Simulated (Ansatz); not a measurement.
# GaO: the cost of one run

Program: Ansatz 0.2.0. Level of theory: DFT PBE, scalar-relativistic, plane waves, PAW. These are calculated values, not measurements.

**1. The starting structure**

The structure is cubic, space group F-43m (No. 216). Conventional cell: a = 4.732 Å, b = 4.732 Å, c = 4.732 Å, α = 90.00°, β = 90.00°, γ = 90.00°. Around Ga (site symmetry -43m) lie 4 O at 2.05 Å. O (site symmetry -43m) is surrounded by 4 Ga at 2.05 Å.

Coordinates:

```
CELL_PARAMETERS angstrom
0.00000 2.36586 2.36586
2.36586 0.00000 2.36586
2.36586 2.36586 0.00000
ATOMIC_POSITIONS crystal
Ga 0.00000 0.00000 0.00000
O 0.75000 0.75000 0.75000
```

Recipe of the guess: species swapped into a database cell of CuCl (F-43m, No. 216), with Ga on the Cu sites and O on the Cl sites. Lengths come from tabulated atomic sizes and are only a guess.

**2. The guess as it stands, on a coarse mesh**

input.yaml reads:

```yaml
crystal:
  lattice:
    - [0.0, 2.36586128, 2.36586128]
    - [2.36586128, 0.0, 2.36586128]
    - [2.36586128, 2.36586128, 0.0]
  atoms:
    - { symbol: Ga, position: [0.0, 0.0, 0.0] }
    - { symbol: O, position: [0.75, 0.75, 0.75] }
basis:
  ecutwfc: 420
kpoints:
  mp_grid: { grid: [6, 6, 6] }
hamiltonian:
  xc: pbe
scf:
  occupations: { method: gaussian, width: 0.1 }
  lower_state_search: "off"
output:
  forces: true
  stress: true
  eigenvalues: true
```

Run with:

```bash
$ ansatz run input.yaml --threads 1 --pin off --max-ram 2560MiB --backend cpu --events-out ev --progress --plain --runs-dir out
```

**Question.** How long does this run take on 1 thread of Intel Xeon at 2.50GHz (Skylake/Cascade Lake), shared host, and how much memory does it need?

About 1.7 s, with a peak of 0.29 GiB.
